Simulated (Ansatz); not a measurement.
# TaCu2O3 (element-swapped structure): how the settings move a single-point run

Aim: see which settings change the result for TaCu2O3 (element-swapped structure), by how much, and at what cost.

Method: reference: DFT r2SCAN, plane waves, PAW, scalar-relativistic, no spin polarisation, in Ansatz 0.2.0.

## (1) Starting point

It takes space group P6/mmm (No. 191, hexagonal). Conventional cell: a = 5.367 Å, b = 5.367 Å, c = 3.609 Å, α = 90.00°, β = 90.00°, γ = 120.00°. Cu (site symmetry -6m2) has 6 O at 2.38 Å as nearest neighbours. Around Ta (site symmetry 6/mmm) lie 6 O at 2.68 Å. Around O (site symmetry mmm) lie 4 Cu at 2.38 Å and 2 Ta at 2.68 Å.

As a file:

```xyz
6
Lattice="2.6837 4.6484 0.0000 -2.6837 4.6484 0.0000 0.0000 0.0000 3.6093" Properties=species:S:1:pos:R:3 pbc="T T T"
Cu   -0.0003    3.0991    1.8046
Cu   -0.0003    6.1977    1.8046
Ta    0.0000    0.0000    0.0000
O     0.0000    4.6484    0.0000
O     1.3419    2.3242    0.0000
O    -1.3419    2.3242    0.0000
```

## (2) Reference

input.yaml reads:

```yaml
crystal:
  lattice:
    - [2.68374519, 4.6483819, 0.0]
    - [-2.68374519, 4.6483819, 0.0]
    - [0.0, 0.0, 3.60926143]
  atoms:
    - { symbol: Cu, position: [0.3333, 0.3334, 0.5] }
    - { symbol: Cu, position: [0.6666, 0.6667, 0.5] }
    - { symbol: Ta, position: [0.0, 0.0, 0.0] }
    - { symbol: O, position: [0.5, 0.5, 0.0] }
    - { symbol: O, position: [0.5, 0.0, 0.0] }
    - { symbol: O, position: [0.0, 0.5, 0.0] }
  symmetry: { tolerance: 0.0003 }
kpoints:
  mp_grid: { grid: [4, 4, 5], shift: [0, 0, 0] }
magnetization:
  spin_polarized: false
scf:
  occupations: { method: fermi_dirac }
hamiltonian:
  pseudopotentials: { kind: paw }
  xc: r2scan
basis:
  ecutwfc: 500
output:
  forces: true
  stress: true
  eigenvalues: true
  write_density: true
  write_potential: true
  elf: true
  volumetric_format: npy
```

The run is started by

```
$ ansatz run input.yaml --threads 1 --pin off --max-ram 2560MiB --backend cpu --events-out ev --progress --plain --runs-dir out
```

Log, shortened:

```text
Warning: the atoms were moved onto the symmetric positions of the space group found under crystal.symmetry.tolerance 3.0e-4 (fractional; no operation is sought that the atoms, as they stand in a round, miss by more than twice it, and no atom is moved by as much as it), and the run uses [...]
Warning: RAYON_NUM_THREADS=1 ignored (pool sized by the plan → 1); use --threads N
[...]
Pseudopotentials: kind: paw
Pseudopotential: Cu, paw, valence charge 19, recommended cutoff 500 eV (meta_gga), Cu.paw.azcp
Pseudopotential: Ta, paw, valence charge 13, recommended cutoff 500 eV (meta_gga), Ta.paw.azcp
Pseudopotential: O, paw, valence charge 6, recommended cutoff 500 eV (meta_gga), O.paw.azcp
Functional definition: r2SCAN
[...]
Crystal: 6 atoms, lattice volume = 90.052 Å³
Basis set: ecut = 500 eV, 2269 PW (Γ), exchange–correlation on 160×160×108 points (64 copies of the dense FFT grid, shifted against one another)
Bands: 42, of which v1, the nominal top of the filled ones, is band 35 counted from 1 (34 counted from 0)
Symmetry: 24 space group operations
Space group: P6/mmm (ITA 191), of the structure as read, at distance tolerance 1.3e-3 Å
k-points: 12 of 80
[...]
SCF iter   1: F=—  HF=-24903.210616 eV  |F-HF|=—  |Δ(HF+E_count)|=         —  Δρ=5.68e-2  dr2=4.22e0  dr2_τ=2.36e-1  ethr=1.77e-3  ⟨swp⟩=5.6  Hψ=1649  notcnv=0
[...]
SCF iter  13: F=-24902.943100 eV  HF=-24902.943100 eV  |F-HF|=1.49e-9  |Δ(HF+E_count)|=   9.63e-9  Δρ=1.49e-6  dr2=3.36e-9  dr2_τ=6.87e-11  ethr=1.45e-10  ⟨swp⟩=7.2  Hψ=2871  notcnv=0
[...]
SCF converged after 13 iterations
Free energy (F): -24902.943100 eV
[...]
E sigma→0 (E₀):  -24902.847048 eV
Entropy (-TS):   -0.192106 eV (-32.018 meV/atom)
Fermi energy:    8.678366 eV
[...]
--- Forces (eV/Å), atoms counted from 1 ---
  atom   1  Cu     0.00000000    -0.00000000     0.00000000
  atom   2  Cu    -0.00000000     0.00000000     0.00000000
  atom   3  Ta    -0.00000000    -0.00000000     0.00000000
  atom   4  O      0.00000000     0.00000000     0.00000000
  atom   5  O      0.00000000     0.00000000     0.00000000
  atom   6  O      0.00000000    -0.00000000     0.00000000
[...]
--- Stress (GPa, compression-positive) ---
      -34.986910      -0.000000       0.000000
       -0.000000     -34.986910      -0.000000
        0.000000      -0.000000     -37.925970
  P = ⅓ Tr σ = -35.9666 GPa (-359.666 kbar)
--- Band table (eV; the first three rows and the last of 12) ---
[...]
```

Run time: 10 s. Hardware: 1 thread, shared host; peak memory 0.7 GiB.

## (3) Variant: ecutwfc 800 eV, ecutrho_ratio 8

Edit input.yaml of step 2 so:

```diff
@@ -23,3 +23,4 @@
 basis:
-  ecutwfc: 500
+  ecutwfc: "800 eV"
+  ecutrho_ratio: 8
 output:
```

The run is started by

```
$ ansatz run input.yaml --threads 1 --pin off --max-ram 2560MiB --backend cpu --events-out ev --progress --plain --runs-dir out
```

Log, shortened:

```text
Warning: the atoms were moved onto the symmetric positions of the space group found under crystal.symmetry.tolerance 3.0e-4 (fractional; no operation is sought that the atoms, as they stand in a round, miss by more than twice it, and no atom is moved by as much as it), and the run uses [...]
Warning: RAYON_NUM_THREADS=1 ignored (pool sized by the plan → 1); use --threads N
[...]
[... 5 set-up lines as earlier in the session ...]
[...]
Crystal: 6 atoms, lattice volume = 90.052 Å³
Basis set: ecut = 800 eV, 4613 PW (Γ), exchange–correlation on 288×288×192 points (64 copies of the dense FFT grid, shifted against one another)
Bands: 42, of which v1, the nominal top of the filled ones, is band 35 counted from 1 (34 counted from 0)
[... 1 set-up line as earlier in the session ...]
[...]
k-points: 12 of 80
[...]
SCF iter   1: F=—  HF=-24903.227480 eV  |F-HF|=—  |Δ(HF+E_count)|=         —  Δρ=5.69e-2  dr2=4.23e0  dr2_τ=2.32e-1  ethr=1.77e-3  ⟨swp⟩=5.7  Hψ=1655  notcnv=0
[...]
SCF iter  13: F=-24902.959769 eV  HF=-24902.959769 eV  |F-HF|=5.09e-11  |Δ(HF+E_count)|=   7.84e-9  Δρ=8.06e-7  dr2=8.93e-10  dr2_τ=6.10e-11  ethr=1.45e-10  ⟨swp⟩=7.2  Hψ=2870  notcnv=0
[...]
SCF converged after 13 iterations
Free energy (F): -24902.959769 eV
[...]
E sigma→0 (E₀):  -24902.863713 eV
Entropy (-TS):   -0.192111 eV (-32.019 meV/atom)
Fermi energy:    8.677807 eV
[...]
--- Forces (eV/Å), atoms counted from 1 ---
  atom   1  Cu     0.00000000    -0.00000000     0.00000000
  atom   2  Cu    -0.00000000     0.00000000     0.00000000
  atom   3  Ta    -0.00000000     0.00000000     0.00000000
  atom   4  O      0.00000000    -0.00000000     0.00000000
  atom   5  O      0.00000000     0.00000000     0.00000000
  atom   6  O      0.00000000    -0.00000000     0.00000000
[...]
--- Stress (GPa, compression-positive) ---
      -34.986307      -0.000000       0.000000
       -0.000000     -34.986307      -0.000000
        0.000000      -0.000000     -37.923101
  P = ⅓ Tr σ = -35.9652 GPa (-359.652 kbar)
--- Band table (eV; the first three rows and the last of 12) ---
[...]
```

It took 32 s on 1 thread, shared host; peak memory 1.8 GiB.

Changing the cutoff and numerical grids moves the energy by -2.8 meV/atom. Cost: 32 s against 10 s.

## (4) Changed: symmetry.detect false, scf.algorithm density_mixing, eigensolver.kind davidson, basis.precision f64, tolerance left out

Edit input.yaml of step 2 so:

```diff
@@ -12,3 +12,3 @@
     - { symbol: O, position: [0.0, 0.5, 0.0] }
-  symmetry: { tolerance: 0.0003 }
+  symmetry: { detect: false }
 kpoints:
@@ -19,2 +19,4 @@
   occupations: { method: fermi_dirac }
+  algorithm: density_mixing
+  eigensolver: { kind: davidson }
 hamiltonian:
@@ -24,2 +26,3 @@
   ecutwfc: 500
+  precision: f64
 output:
@@ -28,5 +31 @@
   eigenvalues: true
-  write_density: true
-  write_potential: true
-  elf: true
-  volumetric_format: npy
```

The run is started by

```
$ ansatz run input.yaml --threads 1 --pin off --max-ram 2560MiB --backend cpu --events-out ev --progress --plain --runs-dir out
```

Log, shortened:

```text
Warning: RAYON_NUM_THREADS=1 ignored (pool sized by the plan → 1); use --threads N
[...]
[... 5 set-up lines as earlier in the session ...]
[...]
Crystal: 6 atoms, lattice volume = 90.052 Å³
Basis set: ecut = 500 eV, 2269 PW (Γ), exchange–correlation on 160×160×108 points (64 copies of the dense FFT grid, shifted against one another)
Bands: 42, of which v1, the nominal top of the filled ones, is band 35 counted from 1 (34 counted from 0)
Symmetry: 1 space group operations
k-points: 42 of 80 (time reversal used)
[...]
SCF iter   1: F=—  HF=-24903.211310 eV  |F-HF|=—  |Δ(HF+E_count)|=         —  Δρ=5.67e-2  dr2=4.21e0  dr2_τ=2.34e-1  ethr=1.77e-3  ⟨swp⟩=6.4  Hψ=7572  notcnv=0
[...]
SCF iter  16: F=-24902.943100 eV  HF=-24902.943100 eV  |F-HF|=2.44e-8  |Δ(HF+E_count)|=   3.82e-9  Δρ=6.90e-6  dr2=4.08e-8  dr2_τ=3.24e-9  ethr=1.94e-10  ⟨swp⟩=3.0  Hψ=3589  notcnv=0
[...]
SCF converged after 16 iterations
Free energy (F): -24902.943100 eV
[...]
E sigma→0 (E₀):  -24902.847049 eV
Entropy (-TS):   -0.192104 eV (-32.017 meV/atom)
Fermi energy:    8.678350 eV
[...]
--- Forces (eV/Å), atoms counted from 1 ---
  atom   1  Cu    -0.00048195    -0.00009408     0.00000002
  atom   2  Cu    -0.00048496     0.00009433     0.00000001
  atom   3  Ta     0.00005246    -0.00000016    -0.00000003
  atom   4  O      0.00000868    -0.00001525     0.00000003
  atom   5  O      0.00043944    -0.00024885     0.00000001
  atom   6  O      0.00046647     0.00026429    -0.00000005
[...]
--- Stress (GPa, compression-positive) ---
      -34.985303      -0.000013      -0.000000
       -0.000013     -34.988110       0.000000
        0.000000       0.000000     -37.925464
  P = ⅓ Tr σ = -35.9663 GPa (-359.663 kbar)
--- Band table (eV; the first three rows and the last of 42) ---
[...]
```

Wall time 75 s (1 thread of an x86-64 CPU, shared host); peak memory 0.7 GiB.

With the changed use of symmetry, solver and arithmetic precision the energy agrees within 0.5 meV/atom.

## (5) Changing settings: mp_grid.shift [0.5, 0.5, 0.5]

Edit input.yaml of step 2 so:

```diff
@@ -14,3 +14,3 @@
 kpoints:
-  mp_grid: { grid: [4, 4, 5], shift: [0, 0, 0] }
+  mp_grid: { grid: [4, 4, 5], shift: [0.5, 0.5, 0.5] }
 magnetization:
@@ -28,5 +28 @@
   eigenvalues: true
-  write_density: true
-  write_potential: true
-  elf: true
-  volumetric_format: npy
```

The run is started by

```
$ ansatz run input.yaml --threads 1 --pin off --max-ram 2560MiB --backend cpu --events-out ev --progress --plain --runs-dir out
```

Log, shortened:

```text
Warning: the atoms were moved onto the symmetric positions of the space group found under crystal.symmetry.tolerance 3.0e-4 (fractional; no operation is sought that the atoms, as they stand in a round, miss by more than twice it, and no atom is moved by as much as it), and the run uses [...]
Warning: crystal.symmetry: narrowed to the stabiliser of the k-point mesh — unitary ops 24 → 8; excluded 16 operations that carry a point of the 4×4×5 mesh (shift [0.5, 0.5, 0.5]) off the mesh (the run samples exactly the mesh kpoints.mp_grid names, as under crystal.symmetry.detect: [...]
Warning: RAYON_NUM_THREADS=1 ignored (pool sized by the plan → 1); use --threads N
[...]
[... 5 set-up lines as earlier in the session ...]
[...]
Crystal: 6 atoms, lattice volume = 90.052 Å³
Basis set: ecut = 500 eV, 2269 PW (Γ), exchange–correlation on 160×160×108 points (64 copies of the dense FFT grid, shifted against one another)
Bands: 42, of which v1, the nominal top of the filled ones, is band 35 counted from 1 (34 counted from 0)
Symmetry: 8 space group operations
k-points: 18 of 80
[...]
SCF iter   1: F=—  HF=-24903.086090 eV  |F-HF|=—  |Δ(HF+E_count)|=         —  Δρ=5.19e-2  dr2=3.39e0  dr2_τ=2.12e-1  ethr=1.77e-3  ⟨swp⟩=5.5  Hψ=2412  notcnv=0
[...]
SCF iter  13: F=-24902.893026 eV  HF=-24902.893026 eV  |F-HF|=5.16e-8  |Δ(HF+E_count)|=   5.00e-8  Δρ=8.71e-6  dr2=9.48e-8  dr2_τ=1.43e-9  ethr=1.45e-10  ⟨swp⟩=3.0  Hψ=2651  notcnv=0
[...]
SCF converged after 13 iterations
Free energy (F): -24902.893026 eV
[...]
E sigma→0 (E₀):  -24902.788799 eV
Entropy (-TS):   -0.208453 eV (-34.742 meV/atom)
Fermi energy:    8.615095 eV
[...]
--- Forces (eV/Å), atoms counted from 1 ---
  atom   1  Cu     0.00000000     0.00448315     0.00000000
  atom   2  Cu    -0.00000000    -0.00448315     0.00000000
  atom   3  Ta    -0.00000000    -0.00000000     0.00000000
  atom   4  O      0.00000000    -0.00000000     0.00000000
  atom   5  O      0.00000000     0.00000000     0.00000000
  atom   6  O      0.00000000    -0.00000000     0.00000000
[...]
--- Stress (GPa, compression-positive) ---
      -35.322805      -0.000000      -0.000000
       -0.000000     -35.427329      -0.000000
       -0.000000      -0.000000     -35.963524
  P = ⅓ Tr σ = -35.5712 GPa (-355.712 kbar)
--- Band table (eV; the first three rows and the last of 18) ---
[...]
```

It took 13 s on 1 thread, shared host; peak memory 0.71 GiB.

Changing the k-point mesh moves the energy by +8.3 meV/atom, and the pressure goes from -36.0 to -35.6 GPa. The energy is not variational in the mesh, so the sign tells nothing.

## (6) Variant: occupations.method gaussian, occupations.width 0.025

Edit input.yaml of step 2 so:

```diff
@@ -18,3 +18,3 @@
 scf:
-  occupations: { method: fermi_dirac }
+  occupations: { method: gaussian, width: 0.025 }
 hamiltonian:
@@ -28,5 +28 @@
   eigenvalues: true
-  write_density: true
-  write_potential: true
-  elf: true
-  volumetric_format: npy
```

The run is started by

```
$ ansatz run input.yaml --threads 1 --pin off --max-ram 2560MiB --backend cpu --events-out ev --progress --plain --runs-dir out
```

Log, shortened:

```text
Warning: the atoms were moved onto the symmetric positions of the space group found under crystal.symmetry.tolerance 3.0e-4 (fractional; no operation is sought that the atoms, as they stand in a round, miss by more than twice it, and no atom is moved by as much as it), and the run uses [...]
Warning: RAYON_NUM_THREADS=1 ignored (pool sized by the plan → 1); use --threads N
[...]
[... 5 set-up lines as earlier in the session ...]
[...]
Crystal: 6 atoms, lattice volume = 90.052 Å³
Basis set: ecut = 500 eV, 2269 PW (Γ), exchange–correlation on 160×160×108 points (64 copies of the dense FFT grid, shifted against one another)
Bands: 42, of which v1, the nominal top of the filled ones, is band 35 counted from 1 (34 counted from 0)
[... 1 set-up line as earlier in the session ...]
[...]
k-points: 12 of 80
[...]
SCF iter   1: F=—  HF=-24903.149023 eV  |F-HF|=—  |Δ(HF+E_count)|=         —  Δρ=6.03e-2  dr2=4.83e0  dr2_τ=2.57e-1  ethr=1.77e-3  ⟨swp⟩=6.1  Hψ=1673  notcnv=0
[...]
SCF iter  13: F=-24902.840291 eV  HF=-24902.840291 eV  |F-HF|=2.27e-8  |Δ(HF+E_count)|=   1.58e-8  Δρ=5.05e-6  dr2=2.86e-8  dr2_τ=1.82e-9  ethr=1.45e-10  ⟨swp⟩=8.1  Hψ=1925  notcnv=0
[...]
SCF converged after 13 iterations
Free energy (F): -24902.840291 eV
[...]
E sigma→0 (E₀):  -24902.839033 eV
Entropy (-TS):   -0.002516 eV (-0.419 meV/atom)
Fermi energy:    8.702460 eV
[...]
--- Forces (eV/Å), atoms counted from 1 ---
  atom   1  Cu     0.00000000    -0.00000000     0.00000000
  atom   2  Cu    -0.00000000     0.00000000     0.00000000
  atom   3  Ta    -0.00000000    -0.00000000     0.00000000
  atom   4  O      0.00000000    -0.00000000     0.00000000
  atom   5  O      0.00000000     0.00000000     0.00000000
  atom   6  O      0.00000000    -0.00000000     0.00000000
[...]
--- Stress (GPa, compression-positive) ---
      -35.276784      -0.000000       0.000000
       -0.000000     -35.276784      -0.000000
        0.000000      -0.000000     -37.825212
  P = ⅓ Tr σ = -36.1263 GPa (-361.263 kbar)
--- Band table (eV; the first three rows and the last of 12) ---
[...]
```

Run time: 12 s. Hardware: 1 thread, shared host; peak memory 0.71 GiB.

Changing the smearing moves the energy by +1.3 meV/atom (σ→0 values).

## (7) All runs together

```tsv
run	ending	energy change	pressure (GPa)	gap (eV)	force (eV/Å)	cycles	time
reference	converged	0	-36.0	0.00	0.00	13	10 s
1: ecutwfc 800 eV, ecutrho_ratio 8	converged	-2.8 meV/atom	-36.0	0.00	0.00	13	32 s
2: symmetry.detect false, scf.algorithm density_mixing, eigensolver.kind davidson, basis.precision f64, tolerance left out	converged	0.0 meV/atom	-36.0	0.00	0.00	16	75 s
3: mp_grid.shift [0.5, 0.5, 0.5]	converged	+8.3 meV/atom	-35.6	0.00	0.00	13	13 s
4: occupations.method gaussian, occupations.width 0.025	converged	+1.3 meV/atom (σ→0)	-36.1	0.00	0.00	13	12 s
```

Times don't compare one to one where runs were asked for different outputs or read a saved state (see the inputs); cycles may leave out searches for a lower state.

Residual by cycle in the longest SCF loop of each run; runs are numbered as in the table. The quantity is the density residual dr2, in eV.

```tsv
cycle	reference	run 1	run 2	run 3	run 4
1	4.22	4.23	4.21	3.39	4.83
2	21.4	21.1	21	15.2	25.1
4	0.13	0.132	0.144	0.0896	0.184
5	0.0683	0.0716	0.0413	0.029	0.0221
6	0.0649	0.0649	0.0563	0.0516	0.0862
8	0.00259	0.00252	0.00272	3.6e-4	4.9e-4
9	4.6e-4	4.7e-4	8.4e-4	3.6e-4	4.1e-4
11	1.8e-6	1.4e-6	3.4e-5	3.3e-6	1.7e-5
12	1.5e-7	1.4e-7	1.4e-5	1.6e-6	3.6e-7
13	3.4e-9	8.9e-10	8.5e-6	9.5e-8	2.9e-8
15	-	-	1.3e-7	-	-
16	-	-	4.1e-8	-	-
```

What this shows: The pressure spans -36.1 to -35.6 GPa over the reference and the converged variants. The structure is not at rest: the sound run finds -36 GPa, so these are no properties of the relaxed crystal. 

Caveats on the reference run: it is run without spin, though an odd electron count or open d shells could carry moments; its mesh is coarse for a cell with so small a gap or none; the structure is made up and not relaxed.
